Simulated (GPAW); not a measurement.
Crystal: Co3Ir.

```
CELL_PARAMETERS angstrom
3.58256 0.00000 0.00000
0.00000 3.58256 0.00000
0.00000 0.00000 3.58256
ATOMIC_POSITIONS crystal
Ir 0.00000 0.00000 0.00000
Co 0.50000 0.50000 0.00000
Co 0.50000 0.00000 0.50000
Co 0.00000 0.50000 0.50000
```

The cell comes from a database or a generator and needn't be the stable form of this composition.

Base run:

```yaml
Program: GPAW 26.7.0
Functional: PBEsol
Potentials_or_basis: PAW data sets generated in the run's folder for this functional
Cutoff: 600 eV
Basis: pw
k_mesh: 8 × 8 × 8
Occupations: fermi-dirac, width 0.05 eV
Spin: collinear spin, ferromagnetic start
Starting_moments: "[0.6, 2.0, 2.0, 2.0] μB"
Hubbard_terms: Co d U = 6 eV
```

Its results: pressure 32.1 GPa; net moment 7.08 μB per cell; site moments Ir +0.21; Co +2.34 μB.

Q: The run is repeated on the same cell with these changes: hubbard terms from Co d U = 6 eV to Co d U = 2 eV. What comes out?

A: Pressure 9.2 GPa; net moment 6.81 μB per cell; site moments Ir +0.70; Co +2.09 μB.

Caveats: the U is typed as a test and isn't derived for this compound; a pressure of tens of GPa on the cell as given is suspect, and the run, the potentials or the cell itself is likely at fault (some runs).

Not every run made on this cell is shown here.
